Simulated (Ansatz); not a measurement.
# C2H8GeS: a ladder of functionals and wavefunction methods

How much do the methods differ for C2H8GeS? The plan is to run it at one geometry with functionals of several rungs and with coupled cluster. The yardstick is the atomisation energy at the CCSD(T) limit.

The runs use Ansatz 0.2.0, Gaussian basis; functionals in def2-TZVPP, the program's frozen cores in correlated methods.

Levels to be run: LDA (SPW92), PBE-D4, revPBE-D4, BLYP-D4, r2SCAN-D4, B97M-V, PBE0-D4, B3LYP-D4, r2SCANh-D4, r2SCAN0-D4, HSE06-D4, BHLYP-D4, CAM-B3LYP-D4, LC-ωPBE, ωB97X-V, ωB97M-V, B2PLYP, PBE-QIDH; CCSD(T)/def2-SVP; CCSD(T)/def2-TZVPP; MP2/def2-QZVPP; extrapolation to the limit; RPA on PBE.

## 1. Structure used throughout

An earlier PBE0-D4 in a triple-zeta def2 set relaxation fixed the geometry.

12 atoms, charge 0, spin multiplicity 1.

Atoms are counted from 1 here; the program's logs count them from 0.

Bond lengths: C1–S2 1.813 Å, C1–H5 1.090 Å, C1–H6 1.091 Å, C1–H7 1.090 Å, S2–Ge3 2.219 Å, Ge3–C4 1.952 Å, Ge3–H8 1.538 Å, Ge3–H9 1.544 Å, C4–H10 1.092 Å, C4–H11 1.090 Å, C4–H12 1.091 Å. Angles: S2–C1–H5 106.8°, S2–C1–H6 111.2°, S2–C1–H7 111.7°, H5–C1–H6 108.6°, H5–C1–H7 108.5°, H6–C1–H7 109.9°, C1–S2–Ge3 99.5°, S2–Ge3–C4 111.2°, S2–Ge3–H8 105.3°, S2–Ge3–H9 108.5°, C4–Ge3–H8 111.4°, C4–Ge3–H9 110.1°, H8–Ge3–H9 110.2°, Ge3–C4–H10 110.1°, Ge3–C4–H11 109.8°, Ge3–C4–H12 110.5°, H10–C4–H11 109.1°, H10–C4–H12 108.5° and more.

## 2. LDA

This LDA is Slater exchange with PW92 correlation.

in.yaml

```yaml
crystal:
  periodic: [false, false, false]
  atoms:
    - {symbol: C, position_ang: [0.404158, 2.019475, 0.261878]}
    - {symbol: S, position_ang: [-0.755003, 1.368297, -0.971437]}
    - {symbol: Ge, position_ang: [-1.062565, -0.668569, -0.146857]}
    - {symbol: C, position_ang: [0.582889, -1.715349, -0.219142]}
    - {symbol: H, position_ang: [0.598587, 3.058032, -0.005994]}
    - {symbol: H, position_ang: [-0.027715, 1.992676, 1.263081]}
    - {symbol: H, position_ang: [1.349436, 1.476509, 0.251643]}
    - {symbol: H, position_ang: [-2.165334, -1.295653, -1.015522]}
    - {symbol: H, position_ang: [-1.543136, -0.538092, 1.314331]}
    - {symbol: H, position_ang: [0.406101, -2.718145, 0.174290]}
    - {symbol: H, position_ang: [0.926972, -1.792417, -1.250703]}
    - {symbol: H, position_ang: [1.362610, -1.241864, 0.378633]}
basis:
  gaussian: {orbitals: def2-TZVPP}
hamiltonian: {xc: lda}
output: {orbitals: {seedname: orbitals}}
```

Further steps of the session: PBE-D4 (GGA); revPBE-D4 (GGA); BLYP-D4 (GGA); r2SCAN-D4 (meta-GGA); B97M-V (meta-GGA); PBE0-D4 (hybrid); B3LYP-D4 (hybrid); r2SCANh-D4 (hybrid); r2SCAN0-D4 (hybrid); HSE06-D4 (hybrid); BHLYP-D4 (hybrid); CAM-B3LYP-D4 (range-separated); LC-ωPBE-D4 (range-separated); ωB97X-V (range-separated); ωB97M-V (range-separated); B2PLYP (double hybrid); PBE-QIDH (double hybrid); CCSD(T) in def2-SVP; CCSD(T) in def2-TZVPP; MP2 in def2-QZVPP; RPA on PBE orbitals.

Q: Predict the results of all the runs planned. Wanted: atomisation energy, CCSD(T)/CBS; farthest beyond LDA; mean size of error, GGA; mean size of error, meta-GGA; mean size of error, hybrid; mean size of error, range-separated; mean size of error, double hybrid; gap, smallest and largest; T1 diagnostic.

**Answer**, as computed:

```
                               quantity                                                                                                                     value
        atomisation energy, CCSD(T)/CBS                                                                                                             4069.8 kJ/mol
 functionals within 40.7 kJ/mol (1.0 %)  PBE-D4, r2SCAN-D4, B97M-V, PBE0-D4, B3LYP-D4, r2SCANh-D4, r2SCAN0-D4, HSE06-D4, CAM-B3LYP-D4, ωB97X-V, ωB97M-V, PBE-QIDH
                    farthest beyond LDA                                                                                                   BHLYP-D4 (-92.6 kJ/mol)
                mean size of error, GGA                                                                                                               43.6 kJ/mol
           mean size of error, meta-GGA                                                                                                               11.9 kJ/mol
             mean size of error, hybrid                                                                                                               29.1 kJ/mol
    mean size of error, range-separated                                                                                                               17.3 kJ/mol
      mean size of error, double hybrid                                                                                                               43.5 kJ/mol
              gap, smallest and largest                                                                                 4.85 eV (LDA (SPW92)), 12.01 eV (LC-ωPBE)
                          T1 diagnostic                                                                                                                    0.0103
triples share of the correlation energy                                                                                                                     3.8 %
```

What this shows: LDA overbinds by 509.4 kJ/mol (13 %). PBE-D4 is off by +24.0 kJ/mol. Double hybrids carry the basis error of their MP2 part in triple zeta, and no dispersion term here, so their miss is partly the set-up's. The rungs meta-GGA, range-separated, hybrid miss on average by less than the doubt on the reference (40.7 kJ/mol), so they tie. Misses under about 40.7 kJ/mol are within the doubt on the reference itself, which lacks core-valence correlation, relativity and higher excitations, and its outer-core shells are covered unevenly. Hartree-Fock recovers 74 % of the binding; the rest is correlation. CCSD(T) in def2-SVP is off by -230.0 kJ/mol, more than most functionals: a good method in a small basis is no reference. Orbital gaps span 4.8 to 12.0 eV; exact exchange widens them. Correlated methods include outer-core shells of Ge, which these sets cover unevenly.
